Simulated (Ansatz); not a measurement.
# CH₅Cl₂NSi: one species, many methods

The task here is to estimate one member of a computed series from the others.

The runs use Ansatz 0.2.0, Gaussian basis; functionals in def2-TZVPP, the program's frozen cores in correlated methods.

The runs, in order: LDA (SPW92), PBE-D4, revPBE-D4, BLYP-D4, r2SCAN-D4, B97M-V, PBE0-D4, B3LYP-D4, r2SCANh-D4, r2SCAN0-D4, HSE06-D4, BHLYP-D4, CAM-B3LYP-D4, LC-ωPBE, ωB97X-V, ωB97M-V, B2PLYP, PBE-QIDH; CCSD(T)/def2-SVP; CCSD(T)/def2-TZVPP; MP2/def2-QZVPP; extrapolation to the limit; RPA on PBE.

**The relaxed structure**

The geometry comes from an earlier relaxation with PBE0-D4 in a triple-zeta def2 set; it is a stationary point, not always the lowest conformer.

SMILES `C[Si](N)(Cl)Cl`, 10 atoms, charge 0, spin multiplicity 1.

Atoms are counted from 1 here; the program's logs count them from 0.

Bond lengths: C1–Si2 1.845 Å, C1–H6 1.093 Å, C1–H7 1.092 Å, C1–H8 1.091 Å, Si2–N3 1.698 Å, Si2–Cl4 2.049 Å, Si2–Cl5 2.066 Å, N3–H9 1.008 Å, N3–H10 1.008 Å. Angles: Si2–C1–H6 110.3°, Si2–C1–H7 110.1°, Si2–C1–H8 110.4°, H6–C1–H7 108.8°, H6–C1–H8 108.1°, H7–C1–H8 109.1°, C1–Si2–N3 111.6°, C1–Si2–Cl4 111.5°, C1–Si2–Cl5 107.5°, N3–Si2–Cl4 106.1°, N3–Si2–Cl5 113.6°, Cl4–Si2–Cl5 106.3°, Si2–N3–H9 119.6°, Si2–N3–H10 119.7°, H9–N3–H10 111.3°.

Set-up of the first run:

File in.yaml:

```yaml
crystal:
  periodic: [false, false, false]
  atoms:
    - {symbol: C, position_ang: [-1.356088, -0.419103, 0.098719]}
    - {symbol: Si, position_ang: [0.261260, 0.300193, -0.421395]}
    - {symbol: N, position_ang: [1.517726, -0.165962, 0.620876]}
    - {symbol: Cl, position_ang: [0.804001, -0.341299, -2.290607]}
    - {symbol: Cl, position_ang: [0.016594, 2.347106, -0.559740]}
    - {symbol: H, position_ang: [-1.613951, -0.081524, 1.105953]}
    - {symbol: H, position_ang: [-1.300766, -1.509349, 0.096545]}
    - {symbol: H, position_ang: [-2.150205, -0.100910, -0.578587]}
    - {symbol: H, position_ang: [2.474746, -0.074274, 0.318920]}
    - {symbol: H, position_ang: [1.429782, -0.005976, 1.612317]}
basis:
  gaussian: {orbitals: def2-TZVPP}
hamiltonian: {xc: lda}
output: {orbitals: {seedname: orbitals}}
```

The run is started by

```bash
> ansatz run in.yaml --threads 4 --pin off --events-out ev --progress --plain --max-ram 10444MiB
```

Steps of the session up to this table: LDA; PBE-D4 (GGA); revPBE-D4 (GGA); BLYP-D4 (GGA); r2SCAN-D4 (meta-GGA); B97M-V (meta-GGA); B3LYP-D4 (hybrid); r2SCANh-D4 (hybrid); r2SCAN0-D4 (hybrid); HSE06-D4 (hybrid); BHLYP-D4 (hybrid); CAM-B3LYP-D4 (range-separated); LC-ωPBE (range-separated); ωB97X-V (range-separated); ωB97M-V (range-separated); B2PLYP (double hybrid); PBE-QIDH (double hybrid).

One of the session's tables, all rows but one given; the rest of the session is left out.

```
  functional  HOMO (eV)  LUMO (eV)  gap (eV)
 LDA (SPW92)      -6.72      -0.32      6.40
      PBE-D4      -6.55      -0.17      6.38
   revPBE-D4      -6.49      -0.09      6.40
     BLYP-D4      -6.42      -0.18      6.24
   r2SCAN-D4      -6.89       0.48      7.37
      B97M-V      -6.97       0.07      7.04
     PBE0-D4          ?          ?         ?
    B3LYP-D4      -7.76       0.32      8.08
  r2SCANh-D4      -7.44       0.77      8.21
  r2SCAN0-D4      -8.26       1.14      9.40
    HSE06-D4      -7.62       0.30      7.92
    BHLYP-D4      -9.39       1.28     10.67
CAM-B3LYP-D4      -9.46       1.43     10.89
     LC-ωPBE     -10.90       2.76     13.66
     ωB97X-V     -10.50       2.53     13.03
     ωB97M-V     -10.38       2.08     12.46
```

Q: Estimate the row for PBE0-D4 from the others.

The run gave: HOMO (eV): -8.03; LUMO (eV): 0.67; gap (eV): 8.69. In the column «HOMO (eV)» it lies between r2SCAN0-D4 (-8.26) and B3LYP-D4 (-7.76).
